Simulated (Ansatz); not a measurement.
# C2H9BOSi2: the cost of one run

Method: RKS PBE-D4/STO-3G, in Ansatz 0.2.0.

## Step 1: The starting structure

Bond lengths: B1–Si2 1.929 Å, Si2–Si3 2.207 Å, Si2–C4 1.904 Å, C4–C5 1.452 Å, C5–O6 1.211 Å, B1–H7 1.221 Å, B1–H8 1.118 Å, Si2–H9 1.428 Å, Si3–H10 1.453 Å, Si3–H11 1.511 Å, Si3–H12 1.489 Å, C4–H13 1.222 Å, C4–H14 1.094 Å, C5–H15 1.087 Å. Angles (14 of 24 angles, heavy atoms first): B1–Si2–Si3 107.2°, B1–Si2–C4 111.8°, Si3–Si2–C4 108.1°, Si2–C4–C5 111.2°, C4–C5–O6 123.0°, B1–Si2–H9 110.4°, Si3–Si2–H9 109.9°, C4–Si2–H9 109.4°, Si2–B1–H7 116.4°, Si2–B1–H8 122.2°, Si2–Si3–H10 111.3°, Si2–Si3–H11 109.1°, Si2–Si3–H12 110.6°, Si2–C4–H13 104.7°.

Coordinates:

```xyz
15

B    -1.8673   -1.0939    0.9985
Si   -0.6102   -0.3325   -0.2505
Si    1.1930   -1.6048   -0.2173
C    -0.0973    1.4315    0.2509
C     0.8074    2.0136   -0.7248
O     0.4740    2.2797   -1.8583
H    -2.9337   -0.5115    1.1190
H    -1.6264   -1.9990    1.6096
H    -1.1660   -0.3094   -1.5656
H     0.8768   -2.9777   -0.5725
H     1.7698   -1.6080    1.1795
H     2.2399   -1.0533   -1.1219
H    -1.1428    2.0643    0.2695
H     0.2502    1.4076    1.2876
H     1.8106    2.2427   -0.3744
```

## Step 2: Relaxing the start

Input file input.yaml:

```yaml
crystal:
  periodic: [false, false, false]
  atoms:
    - { symbol: B, position_ang: [-1.8673, -1.0939, 0.9985] }
    - { symbol: Si, position_ang: [-0.6102, -0.3325, -0.2505] }
    - { symbol: Si, position_ang: [1.193, -1.6048, -0.2173] }
    - { symbol: C, position_ang: [-0.0973, 1.4315, 0.2509] }
    - { symbol: C, position_ang: [0.8074, 2.0136, -0.7248] }
    - { symbol: O, position_ang: [0.474, 2.2797, -1.8583] }
    - { symbol: H, position_ang: [-2.9337, -0.5115, 1.119] }
    - { symbol: H, position_ang: [-1.6264, -1.999, 1.6096] }
    - { symbol: H, position_ang: [-1.166, -0.3094, -1.5656] }
    - { symbol: H, position_ang: [0.8768, -2.9777, -0.5725] }
    - { symbol: H, position_ang: [1.7698, -1.608, 1.1795] }
    - { symbol: H, position_ang: [2.2399, -1.0533, -1.1219] }
    - { symbol: H, position_ang: [-1.1428, 2.0643, 0.2695] }
    - { symbol: H, position_ang: [0.2502, 1.4076, 1.2876] }
    - { symbol: H, position_ang: [1.8106, 2.2427, -0.3744] }
basis:
  gaussian: { orbitals: STO-3G }
hamiltonian:
  xc: pbe
  dispersion: d4
relax:
  f_tol: 0.02
  max_steps: 40
```

Run with:

```sh
$ ansatz run input.yaml --threads 1 --pin off --max-ram 2048MiB --backend cpu --events-out ev --progress --plain --runs-dir out
```

Q: Estimate wall time and peak memory on 1 thread of AMD EPYC (Zen 3), shared host.

About 3.9 min, with a peak of 0.17 GiB.
